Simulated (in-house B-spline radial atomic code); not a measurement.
# Ho⁶¹⁺: excited configurations

Wanted: excitation energies of Ho⁶¹⁺ as differences of total energies (ΔSCF).

The numbers are computed with in-house B-spline radial atomic code version 1 (Dirac-Hartree-Fock, average of configuration, Fermi nucleus, basis-set limit), except any that are marked as measured or tabulated.

## 1. The system

```
element       : holmium (Z = 67)
charge        : +61
electrons     : 6
configuration : [He] 2s2 2p2
Hamiltonian   : Dirac-Coulomb
nucleus       : Fermi, rms radius 5.202 fm
```

The outer shells:

[He] 2s2 2p2
```
[He] core
2s [↑↓]
2p [↑ ][↑ ][  ]
```

The boxes draw the filling by Hund's rule, which heavy ions in jj coupling don't follow; these runs average over all states of the configuration.

Settings, as recorded:

```ini
Z = 67
electrons = 6.0
configuration = [He] 2s2 2p2
hamiltonian = dirac
method = hf
spin_polarised = False
nucleus = fermi
rms_radius = 5.2022
mass_number = 165
atomic_mass = 164.930329116
speed_of_light = 137.035999084
```

The reference is known from an earlier run: -6941.977524 hartree in all. Up to eight levels, counted from the top:

```
orbital  occupation  energy (eV)  <r> (bohr)
  1s1/2           2     -62303.4     0.02066
  2s1/2           2     -14914.9     0.08428
  2p1/2    0.666667     -14693.6     0.06970
  2p3/2     1.33333     -13755.6     0.07617
```

## 2. Run with [He] 2s2 2p1 6f1

Settings, as recorded:

```ini
Z = 67
electrons = 6.0
configuration = [He] 2s2 2p1 6f1
hamiltonian = dirac
method = hf
spin_polarised = False
nucleus = fermi
rms_radius = 5.2022
mass_number = 165
atomic_mass = 164.930329116
speed_of_light = 137.035999084
```

## 3. Configuration [He] 2s1 2p2 3d1

The settings differ from step 2 so:

```diff
@@ -2,3 +2,3 @@
 electrons = 6.0
-configuration = [He] 2s2 2p1 6f1
+configuration = [He] 2s1 2p2 3d1
 hamiltonian = dirac
```

## 4. [He] 2s2 2p1 6s1

The settings differ from step 3 so:

```diff
@@ -2,3 +2,3 @@
 electrons = 6.0
-configuration = [He] 2s1 2p2 3d1
+configuration = [He] 2s2 2p1 6s1
 hamiltonian = dirac
```

## 5. Run with [He] 2s1 2p2 5g1

The settings differ from step 4 so:

```diff
@@ -2,3 +2,3 @@
 electrons = 6.0
-configuration = [He] 2s2 2p1 6s1
+configuration = [He] 2s1 2p2 5g1
 hamiltonian = dirac
```

## 6. Configuration [He] 2s2 2p1 6p1

The settings differ from step 5 so:

```diff
@@ -2,3 +2,3 @@
 electrons = 6.0
-configuration = [He] 2s1 2p2 5g1
+configuration = [He] 2s2 2p1 6p1
 hamiltonian = dirac
```

Q: How far above the reference does each configuration lie (order and size, in eV)?

**Answer**, as computed:

| net move | configuration | energy above the reference (eV) | with Breit, QED, recoil (eV) | largest <r> (bohr) |
| --- | --- | --- | --- | --- |
| 2s → 3d | [He] 2s1 2p2 3d1 | 9000.56 | 8973.33 | 0.166 |
| 2p → 6s | [He] 2s2 2p1 6s1 | 12538.0 | 12521.7 | 0.827 |
| 2p → 6p | [He] 2s2 2p1 6p1 | 12569.6 | 12553.0 | 0.833 |
| 2p → 6f | [He] 2s2 2p1 6f1 | 12605.3 | 12588.1 | 0.769 |
| 2s → 5g | [He] 2s1 2p2 5g1 | 12815.6 | 12787.2 | 0.442 |

Quantum defects of the promoted electron, δ = n − ζ/√(−2ε) with ζ = 62 and ε its orbital energy in hartree:

| promotion | δ |
| --- | --- |
| 2s → 3d | 0.026 |
| 2p → 6s | 0.151 |
| 2p → 6p | 0.141 |
| 2p → 6f | 0.018 |
| 2s → 5g | 0.007 |

**Reading.** At the bottom stands 2s → 3d (9000.56 eV), at the top 2s → 5g (12815.6 eV). Of those tabulated, the defect is largest for 6s (0.15) and least for 5g (0.01); at this charge much of the defect is relativistic. Two partly filled shells share a symmetry and can mix in the average, which may lower the energy, for: 2p → 6p. These are averages over configurations, without correlation, not spectroscopic levels.
